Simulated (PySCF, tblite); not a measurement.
**C₄HF₂S radical: geometry, infrared bands and EPR parameters**

Wanted: the infrared bands and EPR parameters of C₄HF₂S radical (`Fc1c[c]sc1F`), by calculation.

Computed with tblite 0.8.0 and PySCF 2.14.0, with density-fitted response routines of our own, on a single molecule in the gas phase. Atoms are numbered from 0 throughout.

## 1. The molecule as given

8 atoms, charge 0, multiplicity 2; geometry from: force field or distance geometry start.

Bonds of the start (Å): F0–C1 1.33, C1–C2 1.43, C2–C3 1.37, C3–S4 1.69, S4–C5 1.70, C5–F6 1.34, C5–C1 1.36, C2–H7 1.07.

## 2. Geometry optimisation with GFN2-xTB

The job: settings as JSON, then the geometry in Å.

```
{"job": {"kind": "relax", "xc": "GFN2-xTB", "basis": "xTB"}, "charge": 0, "multiplicity": 2}
F     -1.886200    -0.589100    -0.336200
C     -0.635900    -0.196000    -0.122900
C      0.458900    -1.113000    -0.006200
C      1.618800    -0.420500     0.210200
S      1.421000     1.256500     0.313200
C     -0.253600     1.104100     0.034300
F     -1.095600     2.147200    -0.025300
H      0.381800    -2.179800    -0.091700
```

On the command line:

```bash
$ OMP_NUM_THREADS=1 python probes_run.py task.json out
```

One launch serves the whole session: the jobs run in the order shown.

Log:

```text
step      E/eV     max force
  0    -588.84215    1.619
  1    -588.88853    0.812
  2    -588.89643    0.189
  3    -588.89851    0.156
  4    -588.90093    0.144
  5    -588.90215    0.120
  6    -588.90326    0.099
  7    -588.90381    0.078
  8    -588.90425    0.073
  9    -588.90449    0.048
 10    -588.90458    0.022
 11    -588.90461    0.012
 12    -588.90462    0.012
 13    -588.90463    0.006
```

It took 0.07 s on 1 thread of Arm Neoverse V1, shared host.

Along the way:

```tsv
step	energy from step 0 (eV)	largest force (eV/Å)
0	0.0000	1.6187
1	-0.0464	0.8122
2	-0.0543	0.1888
3	-0.0564	0.1564
4	-0.0588	0.1444
5	-0.0600	0.1198
6	-0.0611	0.0994
7	-0.0617	0.0780
8	-0.0621	0.0730
9	-0.0623	0.0482
10	-0.0624	0.0223
11	-0.0625	0.0122
12	-0.0625	0.0116
13	-0.0625	0.0065
```

Close pairs (by a distance rule), those that changed most:

```tsv
bond	before (Å)	after (Å)	change (Å)
S4–C5	1.704	1.745	+0.040
C2–C3	1.368	1.337	-0.031
C5–F6	1.342	1.329	-0.012
F0–C1	1.328	1.335	+0.007
C3–S4	1.692	1.696	+0.004
C1–C5	1.364	1.361	-0.004
C1–C2	1.433	1.431	-0.002
C2–H7	1.073	1.072	-0.001
```

The end geometry stands in the next job.

## 3. Vibrational analysis with GFN2-xTB

The job: settings as JSON, then the geometry in Å.

```
{"job": {"kind": "ir", "xc": "GFN2-xTB", "basis": "xTB"}, "charge": 0, "multiplicity": 2}
F     -1.882759    -0.629956    -0.341858
C     -0.636661    -0.206404    -0.116440
C      0.469672    -1.107855    -0.006743
C      1.591101    -0.413489     0.214095
S      1.437740     1.272646     0.309704
C     -0.275778     1.097065     0.031027
F     -1.060854     2.168788    -0.017639
H      0.366595    -2.171381    -0.096711
```

Log:

```text
mode    cm-1     km/mol
  1     190.3      0.13
  2     229.6     10.03
  3     249.4      3.65
  4     364.6      2.73
  5     376.3      0.22
  6     461.4      0.00
  7     477.1     16.49
  8     604.0      6.53
  9     703.9     17.64
 10     782.1     29.02
 11     826.8      7.99
 12     969.8    107.25
 13    1099.7     24.23
 14    1152.6    119.20
 15    1315.7    105.13
 16    1511.8     43.75
 17    1617.3    104.27
 18    3163.8      1.58
```

It took 0.17 s on 1 thread of Arm Neoverse V1, shared host.

Which atoms move in the most intense modes:

```tsv
cm⁻¹	km/mol	atoms
704	17.6	C2 33 %, F6 24 %, S4 16 %, C1 11 %
782	29.0	H7 78 %, C2 19 %
970	107.2	C5 50 %, F0 17 %, C2 10 %
1100	24.2	H7 70 %, C3 12 %
1153	119.2	C5 41 %, C1 23 %, F6 20 %, C2 13 %
1316	105.1	C1 58 %, C2 21 %
1512	43.8	C3 45 %, C2 39 %
1617	104.3	C1 42 %, C5 42 %
```

## 4. g tensor and hyperfine couplings: B3LYP/pcH-1

The job, as its differences from that of step 3:

```diff
@@ -1,2 +1,2 @@
-{"job": {"kind": "ir", "xc": "GFN2-xTB", "basis": "xTB"}, "charge": 0, "multiplicity": 2}
+{"job": {"kind": "epr", "basis": "pcH-1"}, "charge": 0, "multiplicity": 2}
 F     -1.882759    -0.629956    -0.341858
```

Method: UKS B3LYP, pcH-1 on C F H S, non-relativistic, mean-field spin-orbit, GIAO.

Log:

```text
UKS, coarse grid
  cycle   1  E = -750.58815622  |g| = 5.82e-01
  cycle   2  E = -749.64012098  |g| = 1.49e+00
  cycle   3  E = -750.72000310  |g| = 2.57e-01
  cycle   4  E = -750.71097599  |g| = 3.23e-01
  cycle   5  E = -750.76142922  |g| = 1.24e-01
  cycle   6  E = -750.76831457  |g| = 8.64e-02
  cycle   7  E = -750.77359673  |g| = 3.38e-02
  cycle   8  E = -750.77520892  |g| = 1.90e-02
  cycle   9  E = -750.77602156  |g| = 1.21e-02
  cycle  10  E = -750.77659235  |g| = 5.12e-03
  cycle  11  E = -750.77668401  |g| = 3.85e-03
  cycle  12  E = -750.77669371  |g| = 1.50e-03
  cycle  13  E = -750.77669794  |g| = 7.27e-04
UKS, final grid
  cycle   1  E = -750.77678300  |g| = 1.22e-03
  cycle   2  E = -750.77678120  |g| = 2.27e-03
  cycle   3  E = -750.77678370  |g| = 2.32e-04
  cycle   4  E = -750.77678374  |g| = 4.33e-05
  cycle   5  E = -750.77678374  |g| = 3.61e-05
  cycle   6  E = -750.77678375  |g| = 1.95e-05
E = -750.77678375 Eh   <S^2> = 0.7605 (exact 0.7500)
g shifts (ppm)      1          2          3
  rmc          -179       -179       -179
  gc             37         15        -37
  oz_so       -3728       -282       2587
  total       -3870       -446       2370
hyperfine (MHz)  atom isotope    a_iso     a_fc   dipolar eigenvalues
    0   19F      23.83      23.42    -31.42    -14.04     45.46
    1   13C      65.21      65.15     -5.21     -2.37      7.58
    2   13C      17.67      17.70    -18.32      0.10     18.22
    3   13C     564.21     564.48    -74.97    -52.52    127.49
    4   33S      60.15      60.10     -4.41     -4.33      8.74
    5   13C      35.79      35.80    -12.82      1.01     11.81
    6   19F      27.03      26.76    -52.20    -25.91     78.11
    7    1H      50.37      50.39     -6.68     -5.17     11.85
```

Run time: 43 s. Hardware: 1 thread of Arm Neoverse V1, shared host; peak memory 0.67 GiB.

Principal g values 1.99845, 2.00187, 2.00469; g(iso) = 2.00167, against 2.00232 for a free electron.

Hyperfine couplings, nucleus by nucleus at this fixed geometry (no averaging over rotations):

```tsv
nuclei	isotope	a(iso) (MHz)	a(iso) (G, at g = 2.0023)	largest dipolar term (MHz)
C3	13C	564.2	201.3	127.5
C1	13C	65.2	23.3	7.6
S4	33S	60.2	21.5	8.7
H7	1H	50.4	18.0	11.8
C5	13C	35.8	12.8	-12.8
F6	19F	27.0	9.6	78.1
F0	19F	23.8	8.5	45.5
C2	13C	17.7	6.3	-18.3
```

Mulliken spin populations:

```tsv
atom	value (e)
F0	0.01
C1	0.06
C2	-0.09
C3	0.98
S4	0.00
C5	0.01
F6	0.01
H7	0.02
```

In first order the couplings over 0.8 MHz of 1H, 19F give 8 distinct lines over 36.1 G.

The fields below are evaluated on a grid from the run's orbitals.

ELF in a plane through or near 8 of the atoms.

Ten even steps from '0' (0.00) to '9' (1.00):
```
0000000000000000000000000000
0000000000000000000000000000
0000000000000002333100000000
0000000024310026777420000000
0000000357752247899630000000
0000001579987753458740000000
0000000368633857726420000000
0000000026451762165100000000
0000012336786116874124310000
0000179994515224234678720000
0000499998259348316628730000
0000399998577547834868620000
0000058860013663101676300000
0000001000047666300132100000
0000000000278358710000000000
0000000000146776410000000000
0000000000011221100000000000
0000000000000000000000000000
0000000000000000000000000000
0000000000000000000000000000
```
The map spans 10.0 Å across and 9.2 Å up, centred on the molecule. Atoms in the plane (x, y in Å): F0 (0.0, -2.0), C1 (0.0, -0.7), C2 (-1.2, 0.1), C3 (-0.9, 1.4), S4 (0.8, 1.8), C5 (1.1, 0.1), F6 (2.4, -0.4), H7 (-2.2, -0.3).

On the surface of density 0.002 e/bohr³ the electrostatic potential runs, from the 1st to the 99th percentile, from -0.56 V near F0 to 1.33 V near H7.

The spin density lies nearest to C3 77 %.

## 5. Outcome

| quantity | value |
| --- | --- |
| strongest single infrared mode (GFN2-xTB) | 1153 cm⁻¹, 119 km/mol |
| zero-point energy (GFN2-xTB) | 23.0 kcal/mol |
| g(iso) (B3LYP) | 2.00167 |
| ⟨S²⟩ | 0.761 (exact 0.75) |
| largest a(iso) | 13C on C3, 564.2 MHz |
| surface potential, 1st and 99th percentile | -0.56 V and 1.33 V |

Relaxing lowered the energy by 0.062 eV in 13 steps; the close pair that moved most is S4–C5, from 1.704 to 1.745 Å. No mode is imaginary among the 18: a minimum at this level. The strongest single mode, at 1153 cm⁻¹, moves mainly C5, C1 and F6. GFN2-xTB is a fitted tight-binding method: band positions and strengths are rough. Its intensities can rank the bands wrongly. C3 carries the largest spin population, 0.98 e. The isotropic g lies 0.6 ppt below the free-electron value.
